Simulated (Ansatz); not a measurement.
# C2H4AlFSSi: basis-set convergence

One table from this session's results is given with a row withheld; the runs are named, their logs left out.

The runs use Ansatz 0.2.0, Gaussian basis; one geometry, several basis sets.

The runs, in order: PBE0-D4/def2-SVP; ωB97M-V/def2-SVP; PBE0-D4/def2-QZVPP; ωB97M-V/def2-QZVPP; the functionals' def2-TZVPP values are taken from earlier runs.

## Structure used throughout

An earlier PBE0-D4 in a triple-zeta def2 set relaxation fixed the geometry.

10 atoms, charge 0, spin multiplicity 1.

Atoms are counted from 1 here; the program's logs count them from 0.

Bond lengths: C1–C2 1.207 Å, C1–H7 1.066 Å, C2–Si3 1.821 Å, Si3–F4 1.607 Å, Si3–Al5 2.465 Å, Si3–S6 2.134 Å, Al5–H8 1.586 Å, Al5–H9 1.585 Å, S6–H10 1.344 Å. Angles: C2–C1–H7 179.6°, C1–C2–Si3 176.4°, C2–Si3–F4 106.2°, C2–Si3–Al5 114.4°, C2–Si3–S6 107.2°, F4–Si3–Al5 111.3°, F4–Si3–S6 110.6°, Al5–Si3–S6 107.0°, Si3–Al5–H8 118.7°, Si3–Al5–H9 120.3°, H8–Al5–H9 120.9°, Si3–S6–H10 95.3°.

Set-up of the first run:

in.yaml reads:

```yaml
crystal:
  periodic: [false, false, false]
  atoms:
    - {symbol: C, position_ang: [2.380196, 0.432664, 0.997703]}
    - {symbol: C, position_ang: [1.247620, 0.078725, 0.776470]}
    - {symbol: Si, position_ang: [-0.445593, -0.425705, 0.334020]}
    - {symbol: F, position_ang: [-0.655906, -1.888724, 0.965947]}
    - {symbol: Al, position_ang: [-0.911470, -0.418546, -2.086108]}
    - {symbol: S, position_ang: [-1.778261, 0.979175, 1.230041]}
    - {symbol: H, position_ang: [3.379962, 0.743318, 1.199912]}
    - {symbol: H, position_ang: [-2.419440, -0.487356, -2.572609]}
    - {symbol: H, position_ang: [0.276143, -0.305531, -3.129752]}
    - {symbol: H, position_ang: [-0.990149, 1.240880, 2.287376]}
basis:
  gaussian: {orbitals: def2-SVP}
hamiltonian: {xc: pbe0, dispersion: d4}
output: {orbitals: {seedname: orbitals}}
```

Steps of the session up to this table: PBE0-D4 in def2-SVP; ωB97M-V in def2-SVP; PBE0-D4 in def2-QZVPP; ωB97M-V in def2-QZVPP.

One table of the session follows, with a row left open; its other results are not shown here.

It belongs to the step «Density functionals: the series». 

```
functional       basis  HOMO (eV)  LUMO (eV)
   PBE0-D4    def2-SVP      -7.48      -2.33
   PBE0-D4  def2-TZVPP      -7.55      -2.36
   PBE0-D4  def2-QZVPP      -7.57      -2.38
   ωB97M-V    def2-SVP          ?          ?
   ωB97M-V  def2-TZVPP      -9.55      -0.71
   ωB97M-V  def2-QZVPP      -9.58      -0.78
```

**Question.** Estimate the row for ωB97M-V, def2-SVP.

As computed: HOMO (eV): -9.46; LUMO (eV): -0.62. In the column «HOMO (eV)» it lies between ωB97M-V, def2-TZVPP (-9.55) and PBE0-D4, def2-QZVPP (-7.57).
